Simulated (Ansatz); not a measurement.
Set up this calculation in Ansatz 0.2.0, as the native input.

```yaml
Task: single point
Functional: PBE
Potentials_or_basis: Ansatz PAW
Cutoff: "420 eV (not typed: the program's choice for these potentials)"
k_mesh: 6 × 6 × 6
Occupations: fermi-dirac, width 0.05 eV
Spin: no spin polarisation
```

GaSb3:

```
Sb Ga
1.0
     0.00000    3.73060    3.73060
     3.73060    0.00000    3.73060
     3.73060    3.73060    0.00000
Sb Ga
3 1
Cartesian
  3.7341 3.7222 3.7448
  5.6086 5.6120 5.6238
  1.9298 1.8437 1.8906
  -0.0053 0.0047 0.0411
```

The cell comes from a database or a generator and needn't be the stable form of this composition.

The cell isn't the ideal one: atoms moved at random, drawn with an rms of 0.05 Å.

One way to write it, as run:

input.yaml

```yaml
crystal:
  lattice:
    - [0.0, 3.730595, 3.730595]
    - [3.730595, 0.0, 3.730595]
    - [3.730595, 3.730595, 0.0]
  atoms:
    - { symbol: Sb, position: [0.500308, 0.503498, 0.49744] }
    - { symbol: Sb, position: [0.754194, 0.753279, 0.750129] }
    - { symbol: Sb, position: [0.241854, 0.264921, 0.252363] }
    - { symbol: Ga, position: [0.006851, 0.004168, -0.005593] }
hamiltonian:
  xc: pbe
  pseudopotentials: { kind: paw }
kpoints:
  mp_grid: { grid: [6, 6, 6] }
scf:
  occupations: { method: fermi_dirac, width: 0.05 }
output:
  forces: true
  stress: true
  eigenvalues: true
```

Potentials or basis: Ansatz PAW.

Launch:

```bash
$ ansatz run input.yaml --threads 2 --pin off --max-ram 5120MiB --backend cpu --events-out ev --progress --plain --runs-dir out
```

Results of the run:

| Item | Value |
| --- | --- |
| Pressure | -0.5 GPa |
| Largest force | 0.049 eV/Å |
| Band gap on the k mesh | none (metal or under the smearing width) |

Wall time 19 s on 2 threads of Arm Neoverse V1 (shared host), peak memory 0.55 GiB.
